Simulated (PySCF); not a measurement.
# Cl5ORe ([ReOCl5]2-): the cost of one run

Computed with PySCF 2.14.0 and routines of our own; the level stands in each step. Atoms count from 0.

### Step 1. The system as given

7 atoms, charge -2, states of the metal's open shell are computed; geometry from: model start, shaken.

### Step 2. Relaxing the molecule at PBE0-D3(BJ)/def2-SVP

Job settings and geometry (Å):

```
{"job": {"xc": "PBE0", "basis": "def2-SVP", "d3": "d3bj", "grid": 1, "maxiter": 45, "solvent": "water", "kind": "geom"}, "charge": -2, "metal": "Re", "open_shell": "d2"}
Re     0.000020     0.004480    -0.004110
O     -0.013360    -0.006820     1.725130
Cl     0.000900     0.020100    -2.297380
Cl     2.280690     0.007350     0.005350
Cl    -2.288420    -0.013960    -0.000440
Cl     0.010430     2.269840    -0.006860
Cl    -0.028520    -2.309340    -0.027630
```

The run is started by

```sh
$ OMP_NUM_THREADS=1 python lf_run.py task.json out
```

This one command runs all jobs of the session in turn.

**Question.** How long does this first job take on 1 thread of Intel Xeon at 2.50GHz, shared host, and how much memory does it need?

About 13 min, with a peak of 0.95 GiB.
